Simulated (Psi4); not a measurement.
# BHLYP/def2-TZVP (core potential) run of SnSe (SMILES [Se][Sn])

What is the energy change on altering one bond length of SnSe at BHLYP/def2-TZVP (core potential)? 

Program for the calculation: Psi4 1.11.

2 further runs of the same task are left out: 2 that didn't finish.

**1. Starting point**

SnSe: 2 atoms, total charge 0, spin state singlet. SMILES: `[Se][Sn]`. The coordinates come from a PBE0-D4/def2-TZVP relaxation.

Bond lengths: Se1–Sn2 2.325 Å.

**2. Energy and gradient at BHLYP/def2-TZVP (core potential)**

input.inp

```
memory 2.2 GB

molecule molecule1 {
  0 1
  Se
  Sn 1 r2

  r2 = 2.32528
  units angstrom
  symmetry c1
}

set basis def2-TZVP
set puream true
set e_convergence 1e-09
set d_convergence 1e-08
set scf_type pk
set dft_radial_points 99
set dft_spherical_points 590

e, wfn = gradient("bhhlyp", return_wfn=True)
oeprop(wfn, "MULLIKEN_CHARGES", "QUADRUPOLE", "WIBERG_LOWDIN_INDICES", title="BHHLYP")
```

The run is started by

```sh
$ psi4 -i input.inp -o input.out -n 1
```

input.out:

```text
[...]
    !!!  WARNING: ECP capability is in beta. Please check occupations closely.  !!!
[...]
  Running in c1 symmetry.
[...]
  Nuclear repulsion =  170.226619409774344
[...]
  Multiplicity = 1
[...]
  Nalpha       = 28
  Nbeta        = 28
[...]
    Number of basis functions: 98
[...]
 WARNING: Atomic UHF is not converging! Try casting from a smaller basis or call Rob at CCMST.
   -------------------------
[...]
   @RKS iter   1: -2614.88221797987035   -3.05899e+00   2.18513e-02 DIIS/ADIIS
[...]
   @RKS iter  12: -2615.82814251063428   -2.72848e-11   8.86054e-09 DIIS
[...]
  @RKS Final Energy: -2615.82814251063428
   => Energetics <=
    Nuclear Repulsion Energy =            170.2266194097743437
    One-Electron Energy =               -4061.1233731631559749
    Two-Electron Energy =                1328.9520700559976376
    DFT Exchange-Correlation Energy =     -53.8834588132502930
    Empirical Dispersion Energy =           0.0000000000000000
    VV10 Nonlocal Energy =                  0.0000000000000000
    Total Energy =                      -2615.8281425106342795
[...]
  -Total Gradient:
     Atom            X                  Y                   Z
    ------   -----------------  -----------------  -----------------
       1       -0.000000003137    -0.000000002462    -0.003086679093
       2        0.000000003136     0.000000002462     0.003097464824
[...]
 Multipole Moments:
 ------------------------------------------------------------------------------------
     Multipole            Electronic (a.u.)      Nuclear  (a.u.)        Total (a.u.)
 ------------------------------------------------------------------------------------
 L = 1.  Multiply by 2.5417464519 to convert [e a0] to [Debye]
 Dipole X            :          0.0000003            0.0000000            0.0000003
 Dipole Y            :          0.0000003            0.0000000            0.0000003
 Dipole Z            :         52.3343184          -50.9855577            1.3487607
 Magnitude           :                                                    1.3487607
 L = 2.  Multiply by 1.3450342976 to convert [e a0^2] to [Debye ang]
 Quadrupole XX       :        -31.3330590            0.0000000          -31.3330590
 Quadrupole XY       :          0.0000005            0.0000000            0.0000005
[...]
  Mulliken Charges: (a.u.)
   Center  Symbol    Alpha    Beta     Spin     Total
       1    SE    17.23761 17.23761  0.00000 -0.47521
       2    SN    10.76239 10.76239  0.00000  0.47521
   Total alpha = 28.00000, Total beta = 28.00000, Total charge =  0.00000
  Wiberg Bond Indices using Orthogonal Lowdin Orbitals:
[...]
```

Wall time 44 s (1 thread of Intel Xeon at 2.50GHz (Skylake/Cascade Lake), shared host); peak memory 0.66 GiB.

**3. The distorted shape: a single-point energy at BHLYP/def2-TZVP (core potential)**

sesn.xyz

```xyz
2
SeSn
Se     0.000000     0.000000    -0.342290
Sn     0.000000     0.000000     2.331810
```

run.py

```python
import numpy as np
from ase.calculators.psi4 import Psi4
from ase.io import read

a = read('sesn.xyz')
calc = Psi4(atoms=a, method='bhhlyp', basis='def2-TZVP', memory='2200MB', num_threads=1, charge=0, multiplicity=1, label='psi4-calc', reference='rks')
calc.psi4.set_options({'puream': True, 'e_convergence': 1e-09, 'd_convergence': 1e-08, 'scf_type': 'pk', 'dft_radial_points': 99, 'dft_spherical_points': 590})
a.calc = calc

print(f'energy: {a.get_potential_energy():.6f} eV')
```

The run is started by

```sh
$ python run.py
```

psi4-calc.dat:

```text
[...]
    !!!  WARNING: ECP capability is in beta. Please check occupations closely.  !!!
[...]
  Running in c1 symmetry.
[...]
  Nuclear repulsion =  148.021597390209791
[...]
  Multiplicity = 1
[...]
  Nalpha       = 28
  Nbeta        = 28
[...]
    Number of basis functions: 98
[...]
 WARNING: Atomic UHF is not converging! Try casting from a smaller basis or call Rob at CCMST.
   -------------------------
[...]
   @RKS iter   1: -2614.78472946547436   -3.02492e+00   2.18378e-02 ADIIS/DIIS
[...]
   @RKS iter  14: -2615.79594479125990   -8.18545e-12   5.38295e-09 DIIS
[...]
    Orbital Energies [Eh]
    ---------------------
    Doubly Occupied:
       1A   -456.513352     2A    -59.015974     3A    -52.896339
       4A    -52.895798     5A    -52.895798     6A     -8.195556
       7A     -6.057571     8A     -6.055781     9A     -6.055781
      10A     -5.442856    11A     -3.727043    12A     -3.727043
      13A     -3.717742    14A     -2.272465    15A     -2.271682
      16A     -2.271682    17A     -2.269920    18A     -2.269919
      19A     -1.189913    20A     -1.189913    21A     -1.181191
      22A     -1.181191    23A     -1.179597    24A     -0.699632
      25A     -0.496733    26A     -0.289399    27A     -0.261077
      28A     -0.261077
[...]
  @RKS Final Energy: -2615.79594479125990
   => Energetics <=
    Nuclear Repulsion Energy =            148.0215973902097915
    One-Electron Energy =               -4016.6675473066193263
    Two-Electron Energy =                1306.6883165051542619
    DFT Exchange-Correlation Energy =     -53.8383113800050950
    Empirical Dispersion Energy =           0.0000000000000000
    VV10 Nonlocal Energy =                  0.0000000000000000
    Total Energy =                      -2615.7959447912603537
[...]
 Multipole Moments:
 ------------------------------------------------------------------------------------
     Multipole            Electronic (a.u.)      Nuclear  (a.u.)        Total (a.u.)
 ------------------------------------------------------------------------------------
 L = 1.  Multiply by 2.5417464519 to convert [e a0] to [Debye]
 Dipole X            :         -0.0000000            0.0000000           -0.0000000
 Dipole Y            :         -0.0000003            0.0000000           -0.0000003
 Dipole Z            :         60.6290173          -58.6340053            1.9950120
 Magnitude           :                                                    1.9950120
[...]
```

Standard output:

```text
energy: -71179.433215 eV
```

It took 17 s on 1 thread of Intel Xeon at 2.50GHz (Skylake/Cascade Lake), shared host; peak memory 0.69 GiB.

**4. What came out**

At BHLYP/def2-TZVP (core potential):

```
                                                           quantity           value
                                          first shape: total energy  -2615.82814 Eh
                                         first shape: dipole moment          3.43 D
                                           first shape: HOMO energy        -7.83 eV
                                           first shape: LUMO energy        -1.86 eV
                                         first shape: HOMO–LUMO gap         5.97 eV
                              first shape: largest force on an atom      0.159 eV/Å
                                      distorted shape: total energy  -2615.79594 Eh
                                     distorted shape: dipole moment          5.07 D
                                       distorted shape: HOMO energy        -7.10 eV
                                       distorted shape: LUMO energy        -2.49 eV
                                     distorted shape: HOMO–LUMO gap         4.61 eV
energy change with the Se1–Sn2 bond stretched from 2.325 to 2.674 Å        0.876 eV
```

What this shows: With the Se1–Sn2 bond stretched from 2.325 to 2.674 Å the energy rises by 0.88 eV (84.5 kJ/mol). The first shape isn't relaxed at this level, so the change isn't measured from a minimum.
